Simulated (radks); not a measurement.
**Taking charge from the 5s level of Tm⁺ in fractions**

An exercise on one series of results from a longer session: the logs are not shown, and one member is left open.

Method: scalar-relativistic Kohn-Sham, PBEsol, spin-polarised, spherical densities, finite nucleus; open shells are filled with parallel spins first. Code: radks (a radial shooting solver on a logarithmic mesh, Libxc functionals) version 1.

## The system

| Quantity | Value |
| --- | --- |
| element | thulium (Z = 69) |
| charge | +1 |
| electrons | 68 |
| configuration | [Kr] 4d10 4f13 5s(up 1, down 1) 5p6 6s1 |
| nuclear rms radius | 5.2256 fm |

A shell typed twice in an input gives spin up, then spin down.

The first run:

Settings of this run:

```text
Z 69
configuration [Kr] 4d10 4f13 5s1 5s1 5p6 6s1
relativity scalar-relativistic
functional pbe_sol,pbe_sol
spin polarised
nucleus finite rms 5.2256 fm
c 137.035999084
```

Steps of the session up to this table: Start: [Kr] 4d10 4f13 5s(up 1, down 1) 5p6 6s1.

One of the session's tables, all rows but one given; the rest of the session is left out.

It belongs to the step «Start: [Kr] 4d10 4f13 5s(up 1, down 1) 5p6 6s1». Radial moments (bohr):

| level | <r> | outermost maximum (interpolated) | 90 % within | nodes |
| --- | --- | --- | --- | --- |
| 5s up | 1.230 | 1.09 | 1.78 | 4 |
| 5s down | 1.231 | 1.09 | 1.78 | 4 |
| 5p up | 1.471 | 1.25 | 2.18 | 3 |
| 5p down | 1.468 | 1.26 | 2.17 | 3 |
| 4f up | 0.8041 | 0.496 | 1.41 | 0 |
| 6s up | ? | ? | ? | ? |
| 4f down | 0.8070 | 0.496 | 1.42 | 0 |
| 6s down | 3.523 | 3.09 | 5.12 | 5 |

Q: Estimate the row for 6s up from the others.

As computed: <r>: 3.544; outermost maximum (interpolated): 3.11; 90 % within: 5.15; nodes: 5. In the column «<r>» it is the highest.
